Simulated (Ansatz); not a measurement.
# TiAl3: the cost of one run

Method: DFT PBE+D3(BJ), scalar-relativistic, plane waves, PAW, in Ansatz 0.2.0.

2 further runs of the same task are left out: 2 set aside as unsound or not needed. Runs told in other sessions of the task aren't counted.

**1. The system as given**

The structure is tetragonal, space group I4/mmm (No. 139). The conventional cell has a = 3.795 Å, b = 3.795 Å, c = 8.497 Å, α = 90.00°, β = 90.00°, γ = 90.00°. Ti (site symmetry 4/mmm) is surrounded by 12 Al at 2.68 to 2.85 Å. Al (site symmetry 4/mmm) has 4 Ti at 2.68 Å and 8 Al at 2.85 Å in its first shell of neighbours. Al (site symmetry -4m2) has 8 Al at 2.68 to 2.85 Å and 4 Ti at 2.85 Å in its first shell of neighbours.

Coordinates:

```
Ti Al
1.0
    -1.89727    1.89727    4.24826
     1.89727   -1.89727    4.24826
     1.89727    1.89727   -4.24826
Ti Al
1 3
Direct
  0.00000 0.00000 0.00000
  0.50000 0.50000 0.00000
  0.75000 0.25000 0.50000
  0.25000 0.75000 0.50000
```

It goes back to an entry of the Materials Project, which need not be the stable form.

This cell was relaxed beforehand with the same method: volume 15.29 Å³/atom, gap on the mesh none (metal).

**2. Cutting the slab**

Planes are indexed in the bulk's conventional cell (I4/mmm (No. 139)), a = 3.795 Å, b = 3.795 Å, c = 8.497 Å, α = 90.00°, β = 90.00°, γ = 90.00°.

A (110) slab, 6.7 Å thick as cut, with 17 Å of vacuum; its outer planes are TiAl (top) and Al (bottom).

The slab as cut. Layers, bottom to top:

```csv
plane,atoms per cell,height over the lowest (Å)
1,Al2,0.00
2,TiAl,1.34
3,Al2,2.68
4,TiAl,4.02
5,Al2,5.37
6,TiAl,6.71
```

**3. Relaxing the clean slab**

Contents of input.yaml:

```yaml
crystal:
  lattice:
    - [5.0246414113, 0.0, 0.0]
    - [2.159053472, 4.5371256779, 0.0]
    - [0.0, 0.0, 23.7078666102]
  atoms:
    - { symbol: Al, position: [0.5, 0.0, 0.3585307839] }
    - { symbol: Al, position: [0.0, 0.5, 0.3585307839] }
    - { symbol: Ti, position: [0.5, 0.5, 0.4151184703] }
    - { symbol: Al, position: [0.0, 0.0, 0.4151184703] }
    - { symbol: Al, position: [0.0, 0.5, 0.4717061568] }
    - { symbol: Al, position: [0.5, 0.0, 0.4717061568] }
    - { symbol: Ti, position: [0.0, 0.0, 0.5282938432] }
    - { symbol: Al, position: [0.5, 0.5, 0.5282938432] }
    - { symbol: Al, position: [0.5, 0.0, 0.5848815297] }
    - { symbol: Al, position: [0.0, 0.5, 0.5848815297] }
    - { symbol: Ti, position: [0.5, 0.5, 0.6414692161] }
    - { symbol: Al, position: [0.0, 0.0, 0.6414692161] }
basis:
  ecutwfc: 420
kpoints:
  mp_grid: { grid: [7, 7, 1] }
hamiltonian:
  xc: pbe
  dispersion: d3bj
scf:
  occupations: { method: gaussian, width: 0.1 }
output:
  forces: true
  eigenvalues: true
  write_density: true
  write_potential: true
  elf: true
  volumetric_format: npy
relax:
  adjacent_minimum: "off"
  f_tol: 0.03
  max_steps: 70
  constraints: [{ sites: [0, 1, 2, 3, 4, 5] }]
efield:
  axis: 3
  dipole_correction: true
  ramp_width: 0.04
```

The run is started by

```bash
ansatz run input.yaml --threads 2 --pin off --max-ram 5120MiB --backend cpu --events-out ev --progress --plain --runs-dir out
```

What time and memory should one allow on 2 threads of Intel Xeon at 2.70GHz, shared host?

About 1.7 min, with a peak of 0.86 GiB.
